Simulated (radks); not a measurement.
**Valence configurations of Te**

An exercise on one series of results from a longer session: the logs are not shown, and one member is left open.

The numbers are computed with radks (a radial shooting solver on a logarithmic mesh, Libxc functionals) version 1 (Dirac Kohn-Sham, PBE, spin-unpolarised, spherical densities, point nucleus; open shells are shared between the two j in proportion to 2j + 1), except any that are marked as measured or tabulated.

**The atom as given**

| Quantity | Value |
| --- | --- |
| element | tellurium (Z = 52) |
| charge | 0 |
| electrons | 52 |
| configuration | [Kr] 4d10 5s2 5p4 |
| others tried | 4d10 5s1 5p5; 4d9.5 5s2 5p4.5; 4d9.5 5s1 5p5.5; 4d9 5s2 5p5; 4d8 5s2 5p6; 4d10 5p6; 4d9 5s1 5p6 |

The outer shells:

Te
```
[Kr] core
4d [↑↓][↑↓][↑↓][↑↓][↑↓]
5s [↑↓]
5p [↑↓][↑ ][↑ ]
```

Set-up of the first run:

Input:

```text
Z 52
configuration [Kr] 4d10 5s2 5p4
relativity Dirac
functional pbe,pbe
spin unpolarised
j_filling average
nucleus point
c 137.035999084
```

Steps of the session up to this table: [Kr] 4d10 5s2 5p4.

One of the session's tables, all rows but one given; the rest of the session is left out.

It belongs to the step «[Kr] 4d10 5s2 5p4». Sizes of the orbitals, from the radial functions (bohr):

| level | <r> | outermost maximum (interpolated) | 90 % within | nodes |
| --- | --- | --- | --- | --- |
| 4s1/2 | 0.7647 | 0.701 | 1.10 | 3 |
| 4p1/2 | 0.8016 | 0.722 | 1.17 | 2 |
| 4p3/2 | ? | ? | ? | ? |
| 4d3/2 | 0.9649 | 0.806 | 1.48 | 1 |
| 4d5/2 | 0.9771 | 0.815 | 1.50 | 1 |
| 5s1/2 | 2.086 | 1.79 | 3.07 | 4 |
| 5p1/2 | 2.584 | 2.11 | 3.92 | 3 |
| 5p3/2 | 2.715 | 2.20 | 4.13 | 3 |

Estimate the missing values for 4p3/2.

**Answer.** <r>: 0.8303; outermost maximum (interpolated): 0.746; 90 % within: 1.22; nodes: 2. In the column «<r>» it lies between 4p1/2 (0.8016) and 4d3/2 (0.9649).
